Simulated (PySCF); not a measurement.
**Si₃H₆O₄: NMR shifts**

Wanted: the NMR shifts of Si₃H₆O₄ (`O[SiH]1O[SiH2]O[SiH2]O1`), by calculation.

Computed with PySCF 2.14.0, with density-fitted response routines of our own, on a single molecule in the gas phase. Atoms count from 0, in the outputs and in this text.

## Step 1: The molecule as given

13 atoms, charge 0, multiplicity 1; geometry from: GFN2-xTB.

Bonds of the start (Å): O0–Si1 1.61, Si1–O2 1.63, O2–Si3 1.62, Si3–O4 1.63, O4–Si5 1.63, Si5–O6 1.62, O6–Si1 1.63, O0–H7 0.95, Si1–H8 1.44, Si3–H9 1.45, Si3–H10 1.45, Si5–H11 1.45, Si5–H12 1.45.

## Step 2: Nuclear shieldings: PBE0/pcSseg-1

The job: settings as JSON, then the geometry in Å.

```
{"job": {"kind": "nmr", "xc": "PBE0", "basis": "pcSseg-1"}, "charge": 0, "multiplicity": 1}
O      2.717508     0.501667     0.350836
Si     1.344815     0.420754    -0.484777
O      0.755346    -1.095452    -0.491371
Si    -0.754230    -1.654009    -0.277939
O     -1.709570    -0.423056     0.186682
Si    -1.364955     1.142847     0.456749
O      0.211855     1.392885     0.161559
H      2.761649     0.269849     1.275961
H      1.650230     0.841021    -1.830510
H     -0.683741    -2.589758     0.833915
H     -1.250847    -2.107034    -1.566651
H     -2.128974     1.912711    -0.510403
H     -1.553475     1.388061     1.878221
```

With the program's defaults for keys left out, this is: GIAO PBE0/pcSseg-1 NMR shielding, non-relativistic, gas phase.

What will the session give for the following? ¹H shifts against TMS (PBE0/pcSseg-1, means over atoms taken as alike); ¹⁷O shifts against H2O (PBE0/pcSseg-1, means over atoms taken as alike); ²⁹Si shifts against TMS (PBE0/pcSseg-1, means over atoms taken as alike). Wanted: ¹H shifts against TMS; ¹⁷O shifts against H2O; ²⁹Si shifts against TMS.

As calculated:

```
                                                                quantity                       value
  ¹H shifts against TMS (PBE0/pcSseg-1, means over atoms taken as alike)  5.18, 5.15, 4.29, 2.60 ppm
 ¹⁷O shifts against H2O (PBE0/pcSseg-1, means over atoms taken as alike)       105.1, 86.5, 61.4 ppm
²⁹Si shifts against TMS (PBE0/pcSseg-1, means over atoms taken as alike)            -37.9, -70.3 ppm
```

At PBE0/pcSseg-1: The largest span, 134 ppm, is at O4, where the paramagnetic term is -154 ppm.
